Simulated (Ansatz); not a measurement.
# FePt (Tetraferroplatinum): the cost of one run

All numbers are computed with Ansatz 0.2.0, driven from Python. Level of theory: DFT LDA, plane waves, PAW.

## (1) Starting point

It takes space group P4/mmm (No. 123, tetragonal). Conventional cell: a = 2.724 Å, b = 2.724 Å, c = 3.720 Å, α = 90.00°, β = 90.00°, γ = 90.00°. Around Fe (site symmetry 4/mmm) lie 8 Pt at 2.68 Å and 4 Fe at 2.72 Å. Around Pt (site symmetry 4/mmm) lie 8 Fe at 2.68 Å and 4 Pt at 2.72 Å.

fept.extxyz, read by the script:

```xyz
2
Lattice="2.7235 0.0 0.0 0.0 2.7235 0.0 0.0 0.0 3.72" Properties=species:S:1:pos:R:3:initial_magmoms:R:1 pbc="T T T"
Fe    0.00000000    0.00000000    0.00000000  3.50
Pt    1.36175000    1.36175000    1.86000000  0.00
```

## (2) The script

File bands_fept.py:

```python
"""Bands of FePt along a path through the zone."""

from pathlib import Path
import warnings

import ansatz
import numpy as np
from pymatgen.core import Structure
from scipy.ndimage import map_coordinates

FUNCTIONAL = "LDA"
K_DENSITY = 4.3
SMEARING = "Methfessel-Paxton"
SMEARING_WIDTH = 0.05
BETA = 0.2
N_EMPTY = 2

warnings.simplefilter("ignore", ansatz.DeckWarning)

crystal = ansatz.Crystal.from_extxyz("fept.extxyz")

# vertices of the path, as fractions of the reciprocal vectors
path = [
    ("G", (0.0, 0.0, 0.0)),
    ("X", (0.0, 0.5, 0.0)),
    ("M", (0.5, 0.5, 0.0)),
    ("G", (0.0, 0.0, 0.0)),
    ("Z", (0.0, 0.0, 0.5)),
    ("R", (0.0, 0.5, 0.5)),
    ("A", (0.5, 0.5, 0.5)),
]
model = crystal.calculation()
model = model.functional(FUNCTIONAL).kpoints(density=K_DENSITY)
model = model.occupations(SMEARING, width=SMEARING_WIDTH)
model = model.spin(ansatz.SpinTreatment.COLLINEAR)
model = model.mixing("broyden", beta=BETA)
model = model.scf(extra_bands=N_EMPTY)
model = model.band_structure([point for _, point in path], intervals=4)
model = model.scf(extra_bands=6)
model = model.potential_components()
model = model.density()
planned = model.session().plan(threads=1)
facts = planned.describe()
print("plan:", facts["n_bands"], "bands,", len(facts["kpoints_frac"]), "k-points, plane waves", facts["n_pw_range"], "grid", facts["fft_dense"])
outcome = planned.execute()
summary = outcome.report

energy = summary["free_energy_ev"]
print("FePt: {:.6f} eV = {:.6f} Ry = {:.6f} Ha".format(energy, energy / 13.605693, energy / 27.211386))
print("Fermi level {:.4f} eV, {} k-points, {} symmetry operations".format(summary["fermi_energy_ev"], summary["n_kpoints"], summary["n_symmetry_ops"]))

folder = Path(outcome.write_results("parts"))
text = (folder / "v_comp_z.tsv").read_text().splitlines()
rows = np.array([line.split() for line in text if not line.startswith("#")], dtype=float)
print(text[0])
print(np.array2string(rows[:: max(len(rows) // 12, 1)], precision=3, suppress_small=True))

final = Structure(outcome.lattice.cell_ang, [s.symbol for s in outcome.lattice.sites], [s.position_frac for s in outcome.lattice.sites])
# the grid holds the pseudo-density, which differs from the true one inside the cores
rho = outcome.density()
total = sum(channel.density_e_per_ang3 for channel in rho.channels[:2])
grid_cell = np.asarray(rho.fft_grid_basis) @ outcome.lattice.cell_ang
partner = min(final.get_neighbors(final[0], 5.0), key=lambda n: n.nn_distance)
line = np.linspace(final[0].coords, partner.coords, 13)
points = (line @ np.linalg.inv(grid_cell)) * rho.dims
values = map_coordinates(total, points.T, order=3, mode="grid-wrap")
print(f"from {final[0].specie} to {partner.specie}, {partner.nn_distance:.3f} A")
for t, value in zip(np.linspace(0, partner.nn_distance, 13), values):
    print(f"{t:7.3f} A  {value:9.4f} e/A^3")

bands = outcome.band_structure()
fermi = bands.fermi_energy_ev
print(f"zero of the bands: {fermi:.3f} eV, the Fermi level found on the SCF mesh")
for spin, channel in enumerate(bands.channels):
    levels = channel.eigenvalues_ev - fermi
    crossing = [b for b in range(levels.shape[1]) if levels[:, b].min() < 0 < levels[:, b].max()]
    print(f"channel {spin}: bands that cross the Fermi level on this path:", [b + 1 for b in crossing] or "none")
    shown = crossing or sorted(np.argsort(np.abs(levels).min(axis=0))[:2])
    for k, row in zip(bands.kpoints_frac, levels[:, shown]):
        print(f"{k[0]:7.3f} {k[1]:7.3f} {k[2]:7.3f}  ", " ".join(f"{e:8.3f}" for e in row))
```

## (3) What the engine is handed

The package turns the script's settings into the engine's input:

```yaml
crystal:
  lattice:
    - [2.7235, 0.0, 0.0]
    - [0.0, 2.7235, 0.0]
    - [0.0, 0.0, 3.72]
  atoms:
    - { symbol: Fe, position: [0.0, 0.0, 0.0], spin: 3.5 }
    - { symbol: Pt, position: [0.5, 0.5, 0.5], spin: 0.0 }
kpoints:
  mp_grid:
    kspacing: 0.23255813953488372
  band_path:
    path:
      - [0.0, 0.0, 0.0]
      - [0.0, 0.5, 0.0]
      - [0.5, 0.5, 0.0]
      - [0.0, 0.0, 0.0]
      - [0.0, 0.0, 0.5]
      - [0.0, 0.5, 0.5]
      - [0.5, 0.5, 0.5]
    npoints: 4
hamiltonian:
  xc: lda
magnetization:
  spin_polarized: true
scf:
  n_extra_bands: 6
  mixing:
    algorithm: broyden
    beta: 0.2
  occupations:
    method: methfessel_paxton
    width: 0.05
output:
  write_density: true
  write_potential_components: true
```

## (4) The run

The run is started by

```bash
> python bands_fept.py
```

What time and memory should one allow on 1 thread of Intel Xeon 6975P-C (Granite Rapids), shared host?

About 8 s, with a peak of 0.52 GiB.
